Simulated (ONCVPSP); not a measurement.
# An ONCV potential for Pr, from input to tests

Aim: build the potential from the settings below, then test how well it stands in for the atom: other configurations, scattering, ghost states and the plane-wave cutoff that it needs.

The numbers are computed with ONCVPSP 4.0.1 (LDA (Perdew-Wang 92), fully relativistic, spin-unpolarised reference atom).

**1. The atom and the settings**

Typed settings, in words:

```json
{
 "element": "praseodymium (Pr, Z = 59)",
 "type": "optimised norm-conserving Vanderbilt (ONCV)",
 "frozen core": "[Kr] 4d10",
 "valence charge": "13",
 "reference configuration": "4f3 5s2 5p6 6s1 6p1",
 "partial waves": "5s+6s: rc 2.90 bohr, ncon 4, nbas 7, qcut 5.3 1/bohr, 2 projectors; 5p+6p: rc 3.50 bohr, ncon 4, nbas 7, qcut 4.7 1/bohr, 2 projectors; d scattering state at 0.05 Ha: rc 3.40 bohr, ncon 5, nbas 8, qcut 2.5 1/bohr, 2 projectors, debl 0.7 Ha; 4f: rc 1.05 bohr, ncon 4, nbas 8, qcut 14.3 1/bohr, 3 projectors, debl 3.5 Ha",
 "local potential": "polynomial inside 0.75 bohr (lpopt 5, dvloc0 1 Ha)",
 "core correction": "Teter function, fcfact 5, rcfact 1.2"
}
```

The outer shells as boxes (Hund's rule for the drawing; the calculation is spin-unpolarised):

```
[Kr] core
4d [↑↓][↑↓][↑↓][↑↓][↑↓]
4f [↑ ][↑ ][↑ ][  ][  ][  ][  ]
5s [↑↓]
5p [↑↓][↑↓][↑↓]
6s [↑ ]
6p [↑ ][  ][  ]
```

**2. The generation run**

Pr.dat

```
# ATOM AND REFERENCE CONFIGURATION
# atsym  z   nc   nv     iexc    psfile
  Pr 59.00    9    5  -001012      upf
#
#   n    l    f
    1    0    2.00
    2    0    2.00
    2    1    6.00
    3    0    2.00
    3    1    6.00
    3    2   10.00
    4    0    2.00
    4    1    6.00
    4    2   10.00
    4    3    3.00
    5    0    2.00
    5    1    6.00
    6    0    1.00
    6    1    1.00
#
# PSEUDOPOTENTIAL AND OPTIMIZATION
# lmax
    3
#
#   l,   rc,      ep,       ncon, nbas, qcut
    0    2.90    0.00    4    7    5.30
    1    3.50    0.00    4    7    4.70
    2    3.40    0.05    5    8    2.50
    3    1.05    0.00    4    8   14.30
#
# LOCAL POTENTIAL
# lloc, lpopt,  rc(5),   dvloc0
    4    5    0.75    1.00
#
# VANDERBILT-KLEINMAN-BYLANDER PROJECTORs
# l, nproj, debl
    0    2    3.70
    1    2    2.20
    2    2    0.70
    3    3    3.50
#
# MODEL CORE CHARGE
# icmod, fcfact, rcfact
    3    5.00    1.20
#
# LOG DERIVATIVE ANALYSIS
# epsh1, epsh2, depsh
   -3.00    5.00    0.02
#
# OUTPUT GRID
# rlmax, drl
    6.00    0.01
#
# TEST CONFIGURATIONS
# ncnf
    4
# nvcnf
#   n    l    f
    5
    4    3    3.00
    5    0    2.00
    5    1    6.00
    6    0    2.00
    6    1    0.00
#
    5
    4    3    3.00
    5    0    2.00
    5    1    6.00
    6    0    1.00
    6    1    0.00
#
    5
    4    3    3.00
    5    0    2.00
    5    1    6.00
    6    0    0.00
    6    1    0.00
#
    5
    4    3    3.00
    5    0    2.00
    5    1    5.00
    6    0    2.00
    6    1    0.00
#
```

Command:

```bash
$ oncvpspr.x < Pr.dat > Pr.out
```

Q: Predict the outcome of this session. Wanted: cutoffs for 1 and 0.1 mHa per electron, occupied waves; bound ghosts; GHOST(+) flags; largest phase difference near zero energy, channels read; rms error of d²Exc/dn², without and with the model core; projector energies reset by the program.

**Answer**, as computed:

```
                                                quantity                                                                                  value
  cutoffs for 1 and 0.1 mHa per electron, occupied waves                                                                       94 Ha and 179 Ha
                                            bound ghosts  s at -471.69 eV, p3/2 at -199.78 eV, d5/2 at -52.64 eV, p1/2 at -169.50 eV and 1 more
                                          GHOST(+) flags                                                                     none at low energy
largest phase difference near zero energy, channels read                                                                              0.001 rad
 rms error of d²Exc/dn², without and with the model core                                                                     10.07 and 5.52 mHa
                 projector energies reset by the program                                                                    d: -0.110, 0.590 Ha
```

In words: A bound ghost (s, p3/2, d5/2, p1/2, d3/2) makes it unfit for use: electrons can fall into a state that the atom doesn't have. It counts as very hard, with 94 Ha needed at the looser tolerance. At the looser tolerance the 4f wave is the slowest; 5s needs 7 Ha. Near zero energy the phases of the channels with partial waves agree within 0.001 rad. The pseudo curves have poles with no partner nearby in the atom's: d5/2 at -1.93 Ha, d3/2 at -1.71 Ha. These are tests on the free atom; a crystal test is still owed.
